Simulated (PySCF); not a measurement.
# Ne with other numerical set-ups

Aim: see how much the energy and properties of Ne depend on the numerical set-up.

Method: each script names its method and basis; program: PySCF 2.14.0.

1 further run of the same task is left out (it didn't finish).

## 1. The atom

Ne: 1 atom, charge 0, spin multiplicity 1.

## 2. Base script

File input.py:

```python
from pyscf import gto, scf, mcscf

mol = gto.M(
    atom='Ne 0 0 0',
    basis='6-31g',
    charge=0,
    spin=0,
    verbose=4,
)
mf = scf.RHF(mol)
mf = mf.density_fit(auxbasis='def2-universal-jkfit')
mf.kernel()
mc = mcscf.CASCI(mf, 2, 2)
mc.kernel()
mc.analyze()
mf.dip_moment()
print('orbital energies (hartree):', mf.mo_energy[..., max(0, mol.nelec[1]-3):mol.nelec[0]+3].round(4))
```

Launch:

```
$ OMP_NUM_THREADS=1 python input.py
```

Its log is not repeated here.

Base result: E(SCF) = -128.473853 Eh, 5 cycles, E(CAS) − E(SCF) = -0.00227 Eh.

## 3. Pcseg-2

Edit 1 changes basis set: 6-31g → pcseg-2.

File input.py:

```python
from pyscf import gto, scf, mcscf

mol = gto.M(
    atom='Ne 0 0 0',
    basis='pcseg-2',
    charge=0,
    spin=0,
    verbose=4,
)
mf = scf.RHF(mol)
mf = mf.density_fit(auxbasis='def2-universal-jkfit')
mf.kernel()
mc = mcscf.CASCI(mf, 2, 2)
mc.kernel()
mc.analyze()
mf.dip_moment()
print('orbital energies (hartree):', mf.mo_energy[..., max(0, mol.nelec[1]-3):mol.nelec[0]+3].round(4))
```

Launch:

```
$ OMP_NUM_THREADS=1 python input.py
```

## 4. Spin-free X2C on

Edit 2 changes spin-free X2C: off → on.

Edit input.py of step 2 so:

```diff
@@ -10,2 +10,3 @@
 mf = scf.RHF(mol)
+mf = mf.sfx2c1e()
 mf = mf.density_fit(auxbasis='def2-universal-jkfit')
```

## 5. Def2-tzvpp

Edit 3 changes basis set: 6-31g → def2-tzvpp.

Edit input.py of step 2 so:

```diff
@@ -4,3 +4,3 @@
     atom='Ne 0 0 0',
-    basis='6-31g',
+    basis='def2-tzvpp',
     charge=0,
```

## 6. Jorge-dzp

Edit 4 changes basis set: 6-31g → jorge-dzp.

Edit input.py of step 2 so:

```diff
@@ -4,3 +4,3 @@
     atom='Ne 0 0 0',
-    basis='6-31g',
+    basis='jorge-dzp',
     charge=0,
```

What does the calculation give? Wanted: for each run, E(SCF); from base; gap; after the SCF.

The runs gave:

```tsv
run	E(SCF) (hartree)	from base (eV)	cycles	gap (eV)	functions	after the SCF
base	-128.473853	0	5	70.38	9	CASCI correlation -0.062 eV
pcseg-2	-128.535119	-1.6671	5	42.27	30	CASCI correlation -0.014 eV
spin-free X2C on	-128.601066	-3.4616	5	70.34	9	CASCI correlation -0.003 eV
def2-tzvpp	-128.541490	-1.8405	5	44.86	31	CASCI correlation -0.008 eV
jorge-dzp	-128.523100	-1.3401	5	55.48	15	CASCI correlation -0.062 eV
```

What this shows: The largest comparable shift of the SCF energy, -3.462 eV, comes with the run “spin-free X2C on”. pcseg-2 (30 functions) gives an energy 1.67 eV lower than 6-31g (9). Scalar relativity lowers the total energy by 3.46 eV, nearly all of it in the inner shells; a basis contracted without relativity catches only part of it. def2-tzvpp (31 functions) gives an energy 1.84 eV lower than 6-31g (9). jorge-dzp (15 functions) gives an energy 1.34 eV lower than 6-31g (9).
